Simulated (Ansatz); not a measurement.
**GaH₂O− (SMILES [O-][GaH2]): functionals against CCSD(T) at one geometry**

The task here is to estimate one member of a computed series from the others.

The runs use Ansatz 0.2.0, Gaussian basis; single points in def2-TZVPPD.

Cores are frozen in the correlated methods. Filled d shells of the heavier atoms are correlated. B3LYP uses VWN-RPA correlation.

### The starting structure

SMILES `[O-][GaH2]`, 4 atoms, charge -1, spin multiplicity 1.

Atoms are counted from 1 here; the program's logs count them from 0.

Bond lengths: O1–Ga2 1.590 Å, Ga2–H3 1.678 Å, Ga2–H4 1.641 Å. Angles: O1–Ga2–H3 128.5°, O1–Ga2–H4 129.0°, H3–Ga2–H4 102.5°.

As a file:

```xyz
4
GaH2O
O    -0.95140   -0.49680    1.33820
Ga   -0.08280   -0.03290    0.08940
H    -0.51330   -0.00840   -1.53260
H     1.45860    0.52980    0.05590
```

The first run:

Input file run/in.yaml:

```yaml
crystal:
  periodic: [false, false, false]
  atoms:
    - {symbol: O, position_ang: [-0.951400, -0.496800, 1.338200]}
    - {symbol: Ga, position_ang: [-0.082800, -0.032900, 0.089400]}
    - {symbol: H, position_ang: [-0.513300, -0.008400, -1.532600]}
    - {symbol: H, position_ang: [1.458600, 0.529800, 0.055900]}
basis:
  gaussian: {orbitals: "def2-TZVPPD.json"}
total_charge: -1
correlation: {method: ccsd_t}
output: {forces: true}
```

The basis file named in the input lies beside it (Basis Set Exchange, JSON).

No record of the launch command was kept for these runs.

Steps of the session up to this table: CCSD(T)/def2-TZVPPD; PBE0-D4/def2-TZVPPD; wB97M-V/def2-TZVPPD; r2SCAN-D4/def2-TZVPPD; PBE-D4/def2-TZVPPD; B97M-V/def2-TZVPPD; B3LYP-D4/def2-TZVPPD.

One table of the session follows, with a row left open; its other results are not shown here.

```
   method  RMS force component (eV/Å)  angle to CCSD(T) forces (°)
  CCSD(T)                       2.544                    reference
  PBE0-D4                       2.314                          0.5
  wB97M-V                           ?                            ?
r2SCAN-D4                       2.355                          0.3
   PBE-D4                       2.527                          2.1
   B97M-V                       2.269                          1.7
 B3LYP-D4                       2.456                          0.8
```

**Question.** Estimate the row for wB97M-V.

**Answer.** RMS force component (eV/Å): 2.372; angle to CCSD(T) forces (°): 0.5. In the column «RMS force component (eV/Å)» it lies between r2SCAN-D4 (2.355) and B3LYP-D4 (2.456).
